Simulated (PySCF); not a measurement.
# C6H5N3: the cost of one run

Computed with PySCF 2.14.0. Level: levels as typed in each script, gas phase, geometry from GFN2-xTB.

**1. Starting geometry**

SMILES `c1ccc2[nH]nnc2c1`, 14 atoms, charge 0, spin multiplicity 1.

Bond lengths: C1–C2 1.403 Å, C1–C9 1.375 Å, C1–H10 1.080 Å, C2–C3 1.376 Å, C2–H11 1.080 Å, C3–C4 1.389 Å, C3–H12 1.079 Å, C4–N5 1.361 Å, C4–C8 1.418 Å, N5–N6 1.343 Å, N5–H13 1.007 Å, N6–N7 1.263 Å, N7–C8 1.365 Å, C8–C9 1.394 Å, C9–H14 1.078 Å. Angles: C2–C1–C9 122.0°, C2–C1–H10 118.4°, C9–C1–H10 119.6°, C1–C2–C3 122.1°, C1–C2–H11 118.7°, C3–C2–H11 119.2°, C2–C3–C4 116.4°, C2–C3–H12 122.0°, C4–C3–H12 121.6°, C3–C4–N5 134.8°, C3–C4–C8 122.0°, N5–C4–C8 103.2°, C4–N5–N6 109.7°, C4–N5–H13 129.4°, N6–N5–H13 120.9°, N5–N6–N7 110.4°, N6–N7–C8 109.2°, C4–C8–N7 107.5° and more.

Coordinates:

```mol
C6H5N3
  3D, bonds by distance, orders not assigned

 14 15  0  0  0  0  0  0  0  0999 V2000
    2.0933   -0.6789    0.0000 C   0  0
    2.0709    0.7235    0.0000 C   0  0
    0.8927    1.4352    0.0000 C   0  0
   -0.2799    0.6904    0.0000 C   0  0
   -1.6068    0.9912    0.0000 N   0  0
   -2.3283   -0.1409    0.0000 N   0  0
   -1.5670   -1.1481    0.0000 N   0  0
   -0.2684   -0.7278    0.0000 C   0  0
    0.9390   -1.4253    0.0000 C   0  0
    3.0508   -1.1780    0.0000 H   0  0
    3.0095    1.2574    0.0000 H   0  0
    0.8771    2.5143    0.0000 H   0  0
   -2.0574    1.8916    0.0000 H   0  0
    0.9497   -2.5028    0.0000 H   0  0
  1  2  8  0
  2  3  8  0
  3  4  8  0
  4  5  8  0
  5  6  8  0
  6  7  8  0
  7  8  8  0
  8  9  8  0
  1 10  8  0
  2 11  8  0
  3 12  8  0
  5 13  8  0
  9 14  8  0
  1  9  8  0
  4  8  8  0
M  END
```

**2. Excited states (HF/cc-pvdz)**

File input.py:

```python
import numpy as np
from pyscf import gto, scf, dft, tdscf
from pyscf.scf import atom_ks, atom_hf
from scipy.linalg import block_diag

def solve(mol, dm0=None, hcore=None):
    mf = scf.UHF(mol) if mol.spin else scf.RHF(mol)
    mf = mf.density_fit(auxbasis='def2-universal-jkfit')
    mf.conv_tol, mf.max_cycle = 1e-8, 80
    if hcore is not None:
        mf.get_hcore = lambda *args: hcore
    mf.kernel(dm0)
    if not mf.converged:
        mf = mf.newton().run(mf.mo_coeff, mf.mo_occ, max_cycle=30)
    assert mf.converged, 'SCF not converged'
    return mf

mol = gto.M(atom='''
C      2.09329    -0.67894     0.00000
C      2.07086     0.72352     0.00000
C      0.89273     1.43516     0.00000
C     -0.27990     0.69038     0.00000
N     -1.60683     0.99124     0.00000
N     -2.32834    -0.14095     0.00000
N     -1.56695    -1.14807     0.00000
C     -0.26843    -0.72779     0.00000
C      0.93899    -1.42533     0.00000
H      3.05079    -1.17797     0.00000
H      3.00945     1.25739     0.00000
H      0.87707     2.51429     0.00000
H     -2.05738     1.89159     0.00000
H      0.94971    -2.50278     0.00000
''', basis='cc-pvdz', charge=0, spin=0, verbose=4)
mf = solve(mol)
td = mf.TDA()
td.nstates, td.singlet, td.conv_tol = 6, True, 1e-5
td.kernel()
td.analyze()
x, y = np.array([p[0] for p in td.xy]), np.array([p[1] + 0 * p[0] for p in td.xy])
f, mu = td.oscillator_strength(), td.transition_dipole()
nto = [td.get_nto(state=i + 1, verbose=4) for i in range(len(td.e))]
# spherically averaged free atoms, for the promolecule
atm = scf.atom_hf.get_atm_nrhf(mol)
pro = block_diag(*[(atm[a[0]][2] * atm[a[0]][3]) @ atm[a[0]][2].T for a in mol._atom])
np.savez('result.npz', e=td.e, f=f, ok=td.converged, w=[n[0] for n in nto], nto=[n[1] for n in nto], x=x, y=y, c=mf.mo_coeff, occ=mf.mo_occ, eps=mf.mo_energy, pro=pro, mu=mu)
```

Run with:

```
OMP_NUM_THREADS=1 python input.py
```

What time and memory should one allow on 1 thread of Intel Xeon 6975P-C (Granite Rapids), shared host?

About 99 s, with a peak of 0.33 GiB.
